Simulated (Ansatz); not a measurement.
Geometry optimisation, DFT PBE, scalar-relativistic, plane waves, PAW in Ansatz.

Input:

```yaml
crystal:
  lattice:
    - [5.8108, 0.0, 0.0]
    - [-2.9054, 5.0323, 0.0]
    - [0.0, 0.0, 19.100375]
  atoms:
    - { symbol: W, position: [0.0, 0.0, 0.052355] }
    - { symbol: C, position: [0.3333333, 0.1666667, 0.126703] }
    - { symbol: W, position: [0.0, 0.0, 0.201051] }
    - { symbol: C, position: [0.3333333, 0.1666667, 0.275399] }
    - { symbol: W, position: [0.0, 0.0, 0.3497471] }
    - { symbol: C, position: [0.3333333, 0.1666667, 0.4240951] }
    - { symbol: W, position: [0.0, 0.5, 0.052355] }
    - { symbol: C, position: [0.3333333, 0.6666667, 0.126703] }
    - { symbol: W, position: [0.0, 0.5, 0.201051] }
    - { symbol: C, position: [0.3333333, 0.6666667, 0.275399] }
    - { symbol: W, position: [0.0, 0.5, 0.3497471] }
    - { symbol: C, position: [0.3333333, 0.6666667, 0.4240951] }
    - { symbol: W, position: [0.5, 0.0, 0.052355] }
    - { symbol: C, position: [0.8333333, 0.1666667, 0.126703] }
    - { symbol: W, position: [0.5, 0.0, 0.201051] }
    - { symbol: C, position: [0.8333333, 0.1666667, 0.275399] }
    - { symbol: W, position: [0.5, 0.0, 0.3497471] }
    - { symbol: C, position: [0.8333333, 0.1666667, 0.4240951] }
    - { symbol: W, position: [0.5, 0.5, 0.052355] }
    - { symbol: C, position: [0.8333333, 0.6666667, 0.126703] }
    - { symbol: W, position: [0.5, 0.5, 0.201051] }
    - { symbol: C, position: [0.8333333, 0.6666667, 0.275399] }
    - { symbol: W, position: [0.5, 0.5, 0.3497471] }
    - { symbol: C, position: [0.8333333, 0.6666667, 0.4240951] }
    - { symbol: C, position: [0.4861017, 0.4844086, 0.4769736] }
    - { symbol: H, position: [0.3815433, 0.279747, 0.4958214] }
    - { symbol: H, position: [0.6909282, 0.5855102, 0.4958214] }
    - { symbol: H, position: [0.3868489, 0.5899556, 0.4958214] }
basis:
  ecutwfc: 420.0
kpoints:
  mp_grid: { grid: [3, 3, 1] }
hamiltonian:
  xc: pbe
  pseudopotentials: { kind: paw, azcp: { folder: soft_1 } }
scf:
  occupations: { method: gaussian, width: 0.05 }
  lower_state_search: "off"
relax:
  f_tol: 0.03
  max_steps: 60
  adjacent_minimum: "off"
  constraints: [{ sites: [0, 1, 6, 7, 12, 13, 18, 19] }]
```

Command:

```bash
$ ansatz run input.yaml --threads 4 --pin off --max-ram 10240MiB --backend cpu --events-out ev --progress --plain --runs-dir out
```

**Question.** Where does it end, and by what steps?

**Answer.** The forces met the threshold. Limits of this set-up: thin slab, slab without dipole correction, odd electron count without spin, open-shell adsorbate without spin. After 22 steps the energy has fallen by 8.126 eV; H28 moved furthest, 1.21 Å. Parted: C25–H26, C25–H28. Joined: C6–H26, C12–H28.

| step | energy less start (eV) | largest force component (eV/Å) | accepted |
| --- | --- | --- | --- |
| 0 | 0.0000 | 4.986 | yes |
| 1 | -2.5271 | 1.208 | yes |
| 2 | -2.7399 | 0.956 | yes |
| 3 | -3.1037 | 1.554 | yes |
| 4 | -3.5121 | 1.686 | yes |
| 5 | -3.9668 | 1.510 | yes |
| 6 | -4.5113 | 1.289 | yes |
| 7 | -4.9893 | 0.944 | yes |
| 8 | -5.5605 | 1.619 | yes |
| 9 | -6.1147 | 2.023 | yes |
| 10 | -6.6716 | 1.302 | yes |
| 11 | -7.0179 | 1.072 | yes |
| 12 | -7.1456 | 1.852 | yes |
| 13 | -7.3131 | 0.663 | yes |
| 14 | -7.3766 | 0.987 | yes |
| 15 | -7.6519 | 1.526 | yes |
| 16 | -8.0222 | 1.045 | yes |
| 17 | -7.5126 | 4.756 | no |
| 18 | -8.1093 | 0.416 | yes |
| 19 | -8.1081 | 0.292 | no |
| 20 | -8.1251 | 0.132 | yes |
| 21 | -8.1258 | 0.044 | yes |
| 22 | -8.1260 | 0.006 | yes |

```xyz
28
Lattice="5.8108 0.0000 0.0000 -2.9054 5.0323 0.0000 0.0000 0.0000 19.1004" Properties=species:S:1:pos:R:3
W 0.000 0.000 1.000
C 1.453 0.839 2.420
W 0.003 0.004 3.846
C 1.466 0.837 5.220
W -0.023 -0.005 6.720
C 1.478 0.778 7.943
W -1.453 2.516 1.000
C 0.000 3.355 2.420
W -1.452 2.523 3.856
C -0.005 3.347 5.250
W -1.477 2.517 6.768
C 0.318 3.514 8.286
W 2.905 0.000 1.000
C 4.358 0.839 2.420
W 2.911 0.001 3.847
C 4.345 0.871 5.250
W 2.927 -0.007 6.722
C 4.380 0.820 7.857
W 1.453 2.516 1.000
C 2.905 3.355 2.420
W 1.453 2.516 3.842
C 2.903 3.339 5.238
W 1.432 2.467 6.674
C 2.780 3.388 8.011
C 1.616 3.095 8.799
H 1.387 0.644 9.019
H 1.665 2.491 9.706
H -0.527 3.172 8.920
```

The run took 2.5 min on 4 threads of Intel(R) Xeon(R) Platinum 8488C (Sapphire Rapids), with other jobs on the host, peak memory 1.7 GiB.
